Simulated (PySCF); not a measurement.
# C₂H₉BSSi: electronic excitations and core binding energies

Aim: predict the electronic excitations and core binding energies of C₂H₉BSSi (`CBCS[SiH3]`).

The runs use PySCF 2.14.0, with density-fitted response routines of our own; the level of theory stands in each step. All values are computed, except where a source is named. Atoms count from 0, in the outputs and in this text.

## (1) Starting geometry

14 atoms, charge 0, multiplicity 1; geometry from: GFN2-xTB.

Bonds of the start (Å): C0–B1 1.56, B1–C2 1.58, C2–S3 1.85, S3–Si4 2.13, C0–H5 1.09, C0–H6 1.09, C0–H7 1.09, B1–H8 1.17, C2–H9 1.09, C2–H10 1.09, Si4–H11 1.46, Si4–H12 1.45, Si4–H13 1.46.

## (2) TDDFT and polarisability: wB97X-D/def2-SVPD

The job: settings as JSON, then the geometry in Å.

```
{"job": {"kind": "uv", "xc": "wB97X-D", "basis": "def2-SVPD", "nstates": 8, "ntriplets": 3}, "charge": 0, "multiplicity": 1}
C     -2.424223    -0.139303    -0.375652
B     -1.563206     1.110070    -0.009496
C      0.009420     1.024845     0.062027
S      0.753294    -0.613192    -0.349624
Si     2.774919    -0.260258     0.233017
H     -3.472025     0.065561    -0.576570
H     -2.380559    -0.846607     0.454014
H     -2.001467    -0.679059    -1.221427
H     -2.039725     2.149401     0.253506
H      0.464153     1.750958    -0.615423
H      0.348635     1.283403     1.067301
H      2.791166     0.022541     1.666667
H      3.463096    -1.489149    -0.111837
H      3.275843     0.900341    -0.498669
```

Level: TDDFT wB97X-D/def2-SVPD, vertical, gas phase, core orbitals frozen in the response.

Launch:

```console
> OMP_NUM_THREADS=1 python probes_run.py task.json out
```

One launch serves the whole session: the jobs run in the order shown.

Standard output:

```text
coarse grid: 12088 points
cycle   1  E = -793.7263949867  dE =  2.189e-01  |g| = 3.110e-01  |ddm| = 4.414e+00
cycle   2  E = -793.7472542519  dE = -2.086e-02  |g| = 2.117e-01  |ddm| = 9.595e-01
cycle   3  E = -793.7598945440  dE = -1.264e-02  |g| = 2.822e-02  |ddm| = 4.209e-01
cycle   4  E = -793.7602156581  dE = -3.211e-04  |g| = 8.202e-03  |ddm| = 9.374e-02
cycle   5  E = -793.7602383439  dE = -2.269e-05  |g| = 2.228e-03  |ddm| = 2.480e-02
cycle   6  E = -793.7602401695  dE = -1.826e-06  |g| = 9.810e-04  |ddm| = 6.453e-03
final grid: 105648 points
cycle   7  E = -793.8502306456  dE = -8.430e-05  |g| = 4.918e-03  |ddm| = 1.306e-01
cycle   8  E = -793.8502342735  dE = -3.628e-06  |g| = 3.566e-03  |ddm| = 1.876e-02
cycle   9  E = -793.8502374502  dE = -3.177e-06  |g| = 5.027e-04  |ddm| = 6.142e-03
cycle  10  E = -793.8502375464  dE = -9.619e-08  |g| = 2.246e-04  |ddm| = 1.626e-03
cycle  11  E = -793.8502375643  dE = -1.797e-08  |g| = 5.166e-05  |ddm| = 5.109e-04
cycle  12  E = -793.8502375657  dE = -1.321e-09  |g| = 1.288e-05  |ddm| = 1.440e-04
cycle  13  E = -793.8502375658  dE = -1.264e-10  |g| = 2.850e-06  |ddm| = 4.760e-05
converged SCF energy = -793.8502375658

Static polarisability (au): isotropic 87.179, principal 69.608 82.081 109.849

Singlet excitations
state   eV       nm        f      main configurations
  1   5.4242    228.6   0.00608   H->L 0.97
  2   5.8528    211.8   0.00546   H->L+1 0.43, H->L+3 0.17, H->L+4 0.13
  3   5.9916    206.9   0.01085   H->L+3 0.52, H->L+1 0.38
  4   6.2816    197.4   0.00045   H-1->L 0.53, H-3->L 0.33, H-2->L 0.12
  5   6.3421    195.5   0.00137   H-2->L 0.77, H-1->L 0.11
  6   6.7939    182.5   0.00053   H->L+2 0.73
  7   7.1996    172.2   0.00241   H->L+5 0.46, H->L+4 0.17, H->L+7 0.17
  8   7.2836    170.2   0.00455   H->L+8 0.32, H->L+6 0.27, H->L+7 0.14

Triplet excitations (Tamm-Dancoff, eV): 5.3231 5.4869 5.6843
```

It took 27 s on 1 thread of Arm Neoverse V1, shared host; peak memory 0.85 GiB.

The orbitals next to the gap, with their largest atomic shares:

```
orbital      eV                       atoms
 HOMO−3  -11.53   C0 28 %, B1 22 %, C2 12 %
 HOMO−2  -10.81   B1 24 %, H8 17 %, S3 15 %
 HOMO−1  -10.14  S3 52 %, C2 14 %, Si4 12 %
   HOMO   -8.61   S3 71 %, C2 10 %, Si4 9 %
   LUMO    0.88   B1 48 %, C0 14 %, C2 13 %
 LUMO+1    1.67  B1 26 %, Si4 22 %, S3 15 %
 LUMO+2    1.99  Si4 40 %, S3 14 %, B1 14 %
```

With each of the 8 states as a Gaussian band of 0.4 eV half-width at 1/e, the curve within the window shown has maxima at 209 nm (ε 720), 171 nm (ε 280) L/(mol cm). Beyond the last state computed it falls off for lack of states. The curve at chosen wavelengths:

| nm | ε (L/mol/cm) |
| --- | --- |
| 163 | 144 |
| 167 | 246 |
| 170 | 284 |
| 174 | 257 |
| 178 | 183 |
| 182 | 125 |
| 185 | 116 |
| 189 | 159 |
| 193 | 264 |
| 196 | 374 |
| 200 | 534 |
| 204 | 661 |
| 208 | 718 |
| 211 | 710 |
| 215 | 651 |
| 219 | 565 |
| 223 | 477 |
| 226 | 416 |
| 230 | 340 |
| 234 | 269 |
| 237 | 219 |
| 241 | 159 |
| 245 | 109 |
| 249 | 70 |
| 252 | 48 |
| 256 | 28 |

Further results of this job:

```
           property  computed
  dipole moment (D)      1.20
polarisability (Å³)     12.92
 HOMO–LUMO gap (eV)      9.49
      −ε(HOMO) (eV)      8.61
```

## (3) Core holes by ΔSCF: SCAN, X2C

The job, as its differences from that of step 2:

```diff
@@ -1,2 +1,2 @@
-{"job": {"kind": "uv", "xc": "wB97X-D", "basis": "def2-SVPD", "nstates": 8, "ntriplets": 3}, "charge": 0, "multiplicity": 1}
+{"job": {"kind": "xps"}, "charge": 0, "multiplicity": 1}
 C     -2.424223    -0.139303    -0.375652
```

Level: delta-SCF UKS SCAN, pcX-2 on the ionised atom, pcseg-1 elsewhere, spin-free X2C.

Standard output:

```text
ground state, core basis on atom 0 (C), 154 functions
  cycle   1  E = -795.58431462  |g| = 4.86e-01
  cycle   2  E = -795.53624673  |g| = 6.34e-01
  cycle   3  E = -795.64899765  |g| = 6.89e-02
  cycle   4  E = -795.65036754  |g| = 2.99e-02
  cycle   5  E = -795.65062220  |g| = 8.47e-03
  cycle   6  E = -795.65064207  |g| = 2.64e-03
  cycle   7  E = -795.65063915  |g| = 1.04e-03
  cycle   8  E = -795.65064261  |g| = 2.50e-04
  E(ground) = -795.70109273 Eh
hole in C 1s of atom 0
  cycle   1  E = -784.43429574  |g| = 1.50e+00
  cycle   2  E = -783.37279270  |g| = 1.88e+00
  cycle   3  E = -784.85405975  |g| = 4.67e-01
  cycle   4  E = -784.95031610  |g| = 2.49e-01
  cycle   5  E = -784.98877328  |g| = 7.83e-02
  cycle   6  E = -784.99164743  |g| = 2.96e-02
  cycle   7  E = -784.99211947  |g| = 7.68e-03
  cycle   8  E = -784.99215249  |g| = 2.67e-03
  cycle   9  E = -784.99215705  |g| = 1.09e-03
  cycle  10  E = -784.99215783  |g| = 4.14e-04
  E(ion) = -785.04152165 Eh   <S^2> = 0.7652   hole on atom = 1.000   binding energy = 290.062 eV
ground state, core basis on atom 1 (B), 154 functions
  cycle   1  E = -795.64383637  |g| = 4.79e-02
  cycle   2  E = -795.64378192  |g| = 2.51e-02
  cycle   3  E = -795.64389954  |g| = 1.54e-02
  cycle   4  E = -795.64397091  |g| = 2.72e-03
  cycle   5  E = -795.64397344  |g| = 5.35e-04
  cycle   6  E = -795.64397375  |g| = 1.37e-04
  E(ground) = -795.69593765 Eh
hole in B 1s of atom 1
  cycle   1  E = -788.02857417  |g| = 1.16e+00
  cycle   2  E = -786.10339693  |g| = 2.00e+00
  cycle   3  E = -788.23072445  |g| = 5.44e-01
  cycle   4  E = -787.92567642  |g| = 7.66e-01
  cycle   5  E = -788.41771083  |g| = 1.82e-01
  cycle   6  E = -788.36415519  |g| = 3.42e-01
  cycle   7  E = -788.39789899  |g| = 2.65e-01
  cycle   8  E = -788.41687693  |g| = 2.20e-01
  cycle   9  E = -788.43969854  |g| = 1.47e-01
  cycle  10  E = -788.44025394  |g| = 1.44e-01
  cycle  11  E = -788.44609805  |g| = 1.17e-01
  cycle  12  E = -788.44984309  |g| = 9.61e-02
  cycle  13  E = -788.45563396  |g| = 4.95e-02
  cycle  14  E = -788.45751635  |g| = 1.45e-02
  cycle  15  E = -788.45757199  |g| = 1.10e-02
  cycle  16  E = -788.45766721  |g| = 1.71e-03
  cycle  17  E = -788.45766403  |g| = 2.51e-03
  cycle  18  E = -788.45766869  |g| = 6.51e-04
  cycle  19  E = -788.45766917  |g| = 3.26e-04
  E(ion) = -788.51048719 Eh   <S^2> = 1.2264   hole on atom = 1.000   binding energy = 195.526 eV
ground state, core basis on atom 2 (C), 154 functions
  cycle   1  E = -795.65168547  |g| = 5.67e-02
  cycle   2  E = -795.65166952  |g| = 1.54e-02
  cycle   3  E = -795.65162480  |g| = 1.96e-02
  cycle   4  E = -795.65172807  |g| = 2.53e-03
  cycle   5  E = -795.65172896  |g| = 2.60e-04
  E(ground) = -795.70203040 Eh
hole in C 1s of atom 2
  cycle   1  E = -784.38454590  |g| = 1.51e+00
  cycle   2  E = -783.31311686  |g| = 2.02e+00
  cycle   3  E = -784.87923556  |g| = 4.15e-01
  cycle   4  E = -784.94917162  |g| = 1.70e-01
  cycle   5  E = -784.96584537  |g| = 4.00e-02
  cycle   6  E = -784.96673706  |g| = 9.75e-03
  cycle   7  E = -784.96680088  |g| = 5.67e-03
  cycle   8  E = -784.96682793  |g| = 2.31e-03
  cycle   9  E = -784.96683571  |g| = 1.51e-03
  cycle  10  E = -784.96683958  |g| = 3.64e-04
  E(ion) = -785.01716079 Eh   <S^2> = 0.7773   hole on atom = 1.000   binding energy = 290.750 eV
ground state, core basis on atom 3 (S), 165 functions
  cycle   1  E = -795.79930027  |g| = 4.05e-01
  cycle   2  E = -795.79909661  |g| = 4.63e-02
  cycle   3  E = -795.79830172  |g| = 6.94e-02
  cycle   4  E = -795.79967702  |g| = 5.76e-03
  cycle   5  E = -795.79967897  |g| = 3.02e-03
  cycle   6  E = -795.79968259  |g| = 2.73e-04
  E(ground) = -795.83560767 Eh
hole in S 1s of atom 3
  cycle   1  E = -703.57949816  |g| = 5.08e+00
  cycle   2  E = -703.53103944  |g| = 2.32e+00
  cycle   3  E = -701.86430728  |g| = 1.70e+00
  cycle   4  E = -704.54903059  |g| = 6.07e-01
  cycle   5  E = -704.77775995  |g| = 2.29e-01
  cycle   6  E = -704.79931476  |g| = 1.17e-01
  cycle   7  E = -704.80623293  |g| = 3.26e-02
  cycle   8  E = -704.80674923  |g| = 1.20e-02
  cycle   9  E = -704.80681105  |g| = 3.52e-03
  cycle  10  E = -704.80681900  |g| = 6.05e-04
  cycle  11  E = -704.80681831  |g| = 2.26e-04
  E(ion) = -704.83410461 Eh   <S^2> = 0.7514   hole on atom = 1.000   binding energy = 2476.277 eV
hole in S 2p of atom 3
  cycle   1  E = -789.13884435  |g| = 1.53e+00
  cycle   2  E = -788.82831514  |g| = 1.42e+00
  cycle   3  E = -789.51512961  |g| = 3.43e-01
  cycle   4  E = -789.58538203  |g| = 9.50e-02
  cycle   5  E = -789.59012194  |g| = 3.11e-02
  cycle   6  E = -789.59059408  |g| = 1.45e-02
  cycle   7  E = -789.59069948  |g| = 5.43e-03
  cycle   8  E = -789.59071736  |g| = 1.33e-03
  cycle   9  E = -789.59071720  |g| = 7.21e-04
  cycle  10  E = -789.59071812  |g| = 3.70e-04
  E(ion) = -789.63357833 Eh   <S^2> = 0.7533   hole on atom = 1.001   binding energy = 168.766 eV
  2p3/2 = 168.512 eV   2p1/2 = 169.758 eV
ground state, core basis on atom 4 (Si), 165 functions
  cycle   1  E = -795.74573031  |g| = 2.87e-01
  cycle   2  E = -795.74558399  |g| = 4.60e-02
  cycle   3  E = -795.74509377  |g| = 5.60e-02
  cycle   4  E = -795.74601264  |g| = 9.91e-03
  cycle   5  E = -795.74603242  |g| = 1.47e-03
  cycle   6  E = -795.74603193  |g| = 2.61e-04
  E(ground) = -795.75473821 Eh
hole in Si 1s of atom 4
  cycle   1  E = -726.81053545  |g| = 4.35e+00
  cycle   2  E = -726.16196483  |g| = 2.41e+00
  cycle   3  E = -724.34594949  |g| = 1.62e+00
  cycle   4  E = -724.79832691  |g| = 1.75e+00
  cycle   5  E = -727.80656474  |g| = 3.13e-01
  cycle   6  E = -727.84034949  |g| = 2.26e-01
  cycle   7  E = -727.87043501  |g| = 5.46e-02
  cycle   8  E = -727.87247159  |g| = 2.46e-02
  cycle   9  E = -727.87284201  |g| = 8.81e-03
  cycle  10  E = -727.87289144  |g| = 2.65e-03
  cycle  11  E = -727.87289476  |g| = 1.06e-03
  cycle  12  E = -727.87289511  |g| = 4.55e-04
  E(ion) = -727.89031530 Eh   <S^2> = 0.7526   hole on atom = 1.000   binding energy = 1846.685 eV
hole in Si 2p of atom 4
  cycle   1  E = -791.46758892  |g| = 1.23e+00
  cycle   2  E = -791.05164313  |g| = 1.29e+00
  cycle   3  E = -791.66625510  |g| = 4.19e-01
  cycle   4  E = -791.78347040  |g| = 1.37e-01
  cycle   5  E = -791.79435245  |g| = 4.25e-02
  cycle   6  E = -791.79546955  |g| = 1.02e-02
  cycle   7  E = -791.79552657  |g| = 3.25e-03
  cycle   8  E = -791.79553049  |g| = 1.25e-03
  cycle   9  E = -791.79553258  |g| = 6.02e-04
  cycle  10  E = -791.79553214  |g| = 2.16e-04
  E(ion) = -791.81639677 Eh   <S^2> = 0.7531   hole on atom = 1.002   binding energy = 107.168 eV
  2p3/2 = 106.933 eV   2p1/2 = 107.556 eV
```

Wall time 80 s (1 thread of Arm Neoverse V1, shared host); peak memory 0.68 GiB.

The holes in one table. −ε is the ground-state orbital energy:

```
       hole  stands for                environment  ΔSCF (eV; 2p as the shell's mean)  −ε (eV)   ⟨S²⟩
  C1s on C0          C0  methyl carbon bonded to B                             290.06    272.9  0.765
  B1s on B1          B1     boron bonded to 2 C, H                  195.53 (doubtful)    180.3  1.226
  C1s on C2          C2  sp3 CH2 bonded to B and S                             290.75    274.2  0.777
  S1s on S3          S3     sulfur bonded to C, Si                            2476.28   2414.4  0.751
  S2p on S3          S3     sulfur bonded to C, Si                             168.93    157.6  0.753
Si1s on Si4         Si4   silicon bonded to S, 3 H                            1846.69   1793.6  0.753
Si2p on Si4         Si4   silicon bonded to S, 3 H                             107.14     96.5  0.753
```

Doubtful: the ion did not converge, its hole moved, or its ⟨S²⟩ is well above 0.75.

With the spin-orbit splitting: S3 2p3/2 168.51, 2p1/2 169.76 eV; Si4 2p3/2 106.93, 2p1/2 107.56 eV. The table gives each 2p level as the mean over the whole 2p shell (two parts 2p3/2, one part 2p1/2), which differs a little from the single hole in the log.

## (4) What came out

| quantity | value |
| --- | --- |
| lowest singlet (wB97X-D/def2-SVPD) | 5.42 eV (229 nm), f = 0.006 |
| brightest single state of those computed | state 3, 5.99 eV, f = 0.011 |
| lowest triplet | 5.32 eV |
| C1s binding energies, SCAN/pcX-2 | C2 290.75, C0 290.06 eV |
| S1s binding energies, SCAN/pcX-2 | S3 2476.28 eV |
| S2p binding energies, SCAN/pcX-2 | S3 168.93 eV |
| Si1s binding energies, SCAN/pcX-2 | Si4 1846.69 eV |
| Si2p binding energies, SCAN/pcX-2 | Si4 107.14 eV |

What this shows: The first singlet state (HOMO→LUMO 0.97) lies at 5.42 eV and is weak; of the 8 states computed, the strongest absorption comes from state 3 at 5.99 eV. The lowest triplet lies 0.10 eV below the lowest singlet (triplets in Tamm-Dancoff, singlets in full TDDFT). C2 (sp3 CH2 bonded to B and S) binds its C1s electron 0.69 eV more tightly than C0 (methyl carbon bonded to B).
